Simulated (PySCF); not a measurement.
# Au2F3 (Au2(F)1(F)21-): the cost of one run

The runs use PySCF 2.14.0; PBE0, Au def2-SVP with ECP60, F def2-SVP; scalar-relativistic core potentials, no spin–orbit coupling.

2 further runs of the same task are left out: 2 for a known fault of the program. Runs told in other sessions of the task aren't counted.

## 1. The system as given

5 atoms, charge -1, spin multiplicity 1.

Bond lengths: Au1–F3 2.042 Å, Au1–F4 1.937 Å, Au2–F3 2.042 Å, Au2–F5 1.937 Å. Angles: F3–Au1–F4 178.5°, F3–Au2–F5 178.5°, Au1–F3–Au2 126.1°.

Geometry (Å):

```xyz
5
Au2F3
Au   -0.0169    0.1430    1.8202
Au   -0.0169    0.1430   -1.8202
F    -0.1253    1.0630    0.0000
F     0.0806   -0.6838    3.5688
F     0.0806   -0.6838   -3.5688
```

Formal oxidation states: Au +1. An earlier session relaxed this geometry at PBE0, Au def2-SVP with ECP60, F def2-SVP (singlet, point group C2v).

Its energy there is -570.582038 Eh.

## 2. Multiplicity 3 at the relaxed geometry

run.py (the lines that set the calculation)

```python
mol = gto.M(atom='''
Au    -0.01685     0.14299     1.82025
Au    -0.01685     0.14299    -1.82025
F     -0.12526     1.06296     0.00000
F      0.08057    -0.68376     3.56880
F      0.08057    -0.68376    -3.56880''',
    basis={'Au': 'def2-SVP', 'F': 'def2-SVP'},
    ecp={'Au': 'def2-SVP'},
    charge=-1, spin=2)
mf = dft.UKS(mol, xc='PBE0')
mf.grids.atom_grid = (50, 194)
mf = mf.density_fit()  # fitting sets: Au def2-universal-JKFIT, F def2-universal-JKFIT
mf.conv_tol = 1e-08; mf.max_cycle = 55
mf.kernel(dm0)  # dm0: free metal ions and neutral atoms
```

Run with:

```bash
> OMP_NUM_THREADS=2 python run.py
```

**Question.** How long does this run take on 2 threads of Arm Neoverse V2, shared host?

About 3.9 s.
